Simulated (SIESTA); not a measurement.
# CaB2 under changes of volume

One of the cells (12.467 Å³/atom); the others are scaled copies at fixed shape and fractional positions:

```xyz
3
Lattice="3.2478 0.0000 0.0000 -1.6239 2.8127 0.0000 0.0000 0.0000 4.0943" Properties=species:S:1:pos:R:3 pbc="T T T"
Ca    0.0000    0.0000    0.0000
B     1.6239    0.9376    2.0472
B     0.0000    1.8751    2.0472
```

The cell comes from a database or a generator and needn't be the stable form of this composition.

* Program: SIESTA 5.4.2
* Functional: PBE
* Potentials or basis: PseudoDojo 0.4 standard (PBE files)
* Basis: DZP (energy shift 0.003 Ry; two zetas on semicore shells; d shell added on Ca)
* Grid cutoff: 800 Ry
* Energy shift: 0.003 Ry
* k mesh: 9 × 9 × 7
* Occupations: fermi-dirac, width 0.05 eV
* Spin: no spin polarisation

```csv
volume (Å³/atom),energy over the lowest point (meV/atom),pressure (GPa)
11.489,24.67,9.7
11.734,12.21,6.6
11.978,?,?
12.467,0.00,-1.0
12.712,3.15,-3.1
12.956,9.34,-5.0
```

Q: What does the run at 11.978 Å³/atom give?

A: Energy over the lowest point 4.28 meV/atom; pressure 3.8 GPa.

Worked out: A Birch-Murnaghan fit of order 3 (a polynomial in V^(-2/3)) to the other rows has its minimum at 12.36 Å³/atom with B0 = V·E''(V) = 116 GPa and B' = 3.6 at fixed shape and positions, which overstates the stiffness. It gives 4.22 meV/atom at 11.978 Å³/atom, against the run's 4.28, and -dE/dV = 3.9 GPa, against 3.8.

Energies are extrapolated to zero smearing.

Caveats: the basis of atomic orbitals isn't converged, which shifts pressures, moduli and gaps.
